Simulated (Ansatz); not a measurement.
**AlH₂F + HBr: a complex and its separated parts**

Aim: how far the complex at one end of a reaction step lies below its separated, relaxed parts, level by level.

Program: Ansatz 0.2.0, Gaussian basis. Level of theory: PBE0-D4/def2-TZVP structures, single points in def2-TZVPP, no counterpoise correction. These are calculated values, not measurements.

Levels: SPW92, PBE-D4, BLYP-D4, r2SCAN-D4, B97M-V, PBE0-D4, B3LYP-D4, r2SCAN0-D4, BHLYP-D4, CAM-B3LYP-D4, wB97X-V, wB97M-V, B2PLYP, PBE-QIDH, RPA on PBE, Hartree-Fock, MP2, CCSD, CCSD(T).

Cores are frozen in the correlated methods. Filled d shells of the heavier atoms are correlated. B3LYP uses VWN-RPA correlation. B2PLYP carries no dispersion term here.

78 further runs of the same task are left out: 78 set aside as unsound or not needed.

## (1) The starting structure

The complex: 6 atoms, charge 0, spin multiplicity 1.

Atoms are counted from 1 here; the program's logs count them from 0.

Bond lengths: Al1–Br2 2.794 Å, Al1–H3 1.579 Å, Al1–H4 1.579 Å, Al1–F6 1.670 Å, Br2–H5 1.428 Å. Angles: Br2–Al1–H3 99.1°, Br2–Al1–H4 99.1°, Br2–Al1–F6 86.2°, H3–Al1–H4 124.7°, H3–Al1–F6 116.5°, H4–Al1–F6 116.5°, Al1–Br2–H5 81.3°.

As a file:

```xyz
6
AlBrFH3
Al   -0.6828    0.4301   -0.3454
Br    1.7880   -0.8531   -0.1060
H    -1.3783   -0.5565   -1.3635
H    -0.1758    1.8818   -0.7047
H     1.3396   -0.9962    1.2419
F    -0.8907    0.0941    1.2776
```

Its parts: AlH₂F holds atoms 1, 3, 4, 6; HBr holds atoms 2, 5. Each part counts its atoms afresh in its own runs.

## (2) Relaxing AlH₂F alone

File relax-a/in.yaml:

```yaml
crystal:
  periodic: [false, false, false]
  atoms:
    - {symbol: Al, position_ang: [-0.682751, 0.430063, -0.345405]}
    - {symbol: H, position_ang: [-1.378267, -0.556530, -1.363520]}
    - {symbol: H, position_ang: [-0.175768, 1.881793, -0.704732]}
    - {symbol: F, position_ang: [-0.890687, 0.094101, 1.277617]}
basis:
  gaussian: {orbitals: def2-TZVP}
hamiltonian: {xc: pbe0, dispersion: d4}
relax: {f_tol: 0.005, max_steps: 200}
```

Run with:

```console
$ ansatz run in.yaml --threads 2 --pin off --events-out ev --progress --plain --max-ram 4352MiB
```

The runs that follow: Relaxing HBr alone; SPW92/def2-TZVPP; PBE-D4/def2-TZVPP; BLYP-D4/def2-TZVPP; r2SCAN-D4/def2-TZVPP; B97M-V/def2-TZVPP; PBE0-D4/def2-TZVPP; B3LYP-D4/def2-TZVPP; r2SCAN0-D4/def2-TZVPP; BHLYP-D4/def2-TZVPP; CAM-B3LYP-D4/def2-TZVPP; wB97X-V/def2-TZVPP; wB97M-V/def2-TZVPP; B2PLYP/def2-TZVPP; PBE-QIDH/def2-TZVPP; RPA on PBE/def2-TZVPP; CCSD(T)/def2-TZVPP; Vibrations of AlH₂F; Vibrations of HBr.

What does the calculation give? Wanted: complex less parts, CCSD(T)/def2-TZVPP; with zero-point energy; largest T1 diagnostic.

The runs gave:

| quantity | value |
| --- | --- |
| complex less parts, CCSD(T)/def2-TZVPP | -0.300 eV |
| with zero-point energy | -0.241 eV |
| largest T1 diagnostic | 0.012 |

**Reading.** At CCSD(T) the complex lies 0.300 eV below its parts. The functionals run from CAM-B3LYP-D4, off by +0.002 eV, to SPW92, off by -0.224 eV, against CCSD(T). Mean unsigned error by rung: LDA 0.224, GGA 0.047, meta-GGA 0.041, hybrid 0.036, range-separated hybrid 0.024, double hybrid 0.043 eV. PBE-D4 gives a relative energy 0.062 eV too low, outside chemical accuracy (1 kcal/mol, 0.043 eV). No counterpoise was applied, and triple zeta lacks some correlation, so the CCSD(T) reference has a basis error of its own, and close matches with it are partly luck.
